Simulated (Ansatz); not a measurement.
# Sc: the cost of one run

Computed with Ansatz 0.2.0 (DFT PBEsol, scalar-relativistic, plane waves, PAW, unless a step's input says otherwise).

### Step 1. Starting point

The structure is tetragonal, space group P4/mmm (No. 123). Conventional cell: a = 3.211 Å, b = 3.211 Å, c = 26.082 Å, α = 90.00°, β = 90.00°, γ = 90.00°. Sc (site symmetry 4mm) is surrounded by 8 Sc at 3.21 Å. Sc (site symmetry 4mm) is surrounded by 12 Sc at 3.21 Å. Sc (site symmetry 4/mmm) is surrounded by 12 Sc at 3.21 Å.

As a file:

```cif
data_structure
_symmetry_space_group_name_H-M 'P4/mmm'
_symmetry_Int_Tables_number 123
_cell_length_a 3.2110
_cell_length_b 3.2110
_cell_length_c 26.0820
_cell_angle_alpha 90.000
_cell_angle_beta 90.000
_cell_angle_gamma 90.000
_cell_volume 268.91
loop_
_atom_site_label
_atom_site_type_symbol
_atom_site_symmetry_multiplicity
_atom_site_Wyckoff_symbol
_atom_site_fract_x
_atom_site_fract_y
_atom_site_fract_z
_atom_site_occupancy
Sc1 Sc 2 h 0.50000 0.50000 0.32590 1
Sc2 Sc 2 g 0.00000 0.00000 0.41295 1
Sc3 Sc 1 d 0.50000 0.50000 0.50000 1
```

Slab cut from the bulk at the bulk's listed lattice constants, lower half held.

### Step 2. Relaxing the atoms

Input file input.yaml:

```yaml
crystal:
  lattice:
    - [3.21097189, 0.0, 0.0]
    - [0.0, 3.21097189, 0.0]
    - [0.0, 0.0, 26.0820001558]
  atoms:
    - { symbol: Sc, position: [0.5, 0.5, 0.3258952515] }
    - { symbol: Sc, position: [0.0, 0.0, 0.4129476309] }
    - { symbol: Sc, position: [0.5, 0.5, 0.5] }
    - { symbol: Sc, position: [0.0, 0.0, 0.5870523691] }
    - { symbol: Sc, position: [0.5, 0.5, 0.6741047485] }
basis:
  ecutwfc: 420
  fft_grid_basis: typed
kpoints:
  mp_grid: { grid: [8, 8, 1] }
hamiltonian:
  xc: pbesol
scf:
  occupations: { method: gaussian, width: 0.1 }
output:
  forces: true
  eigenvalues: true
efield:
  axis: 3
  dipole_correction: true
  ramp_width: 0.04
relax:
  adjacent_minimum: "off"
  f_tol: 0.04
  max_steps: 40
  constraints: [{ sites: [0, 1] }]
```

Command:

```sh
ansatz run input.yaml --threads 1 --pin off --max-ram 2211MiB --backend cpu --events-out ev --progress --plain --runs-dir out
```

**Question.** How long does this run take on 1 thread of Arm Neoverse V1, shared host, and how much memory does it need?

About 44 s, with a peak of 0.44 GiB.
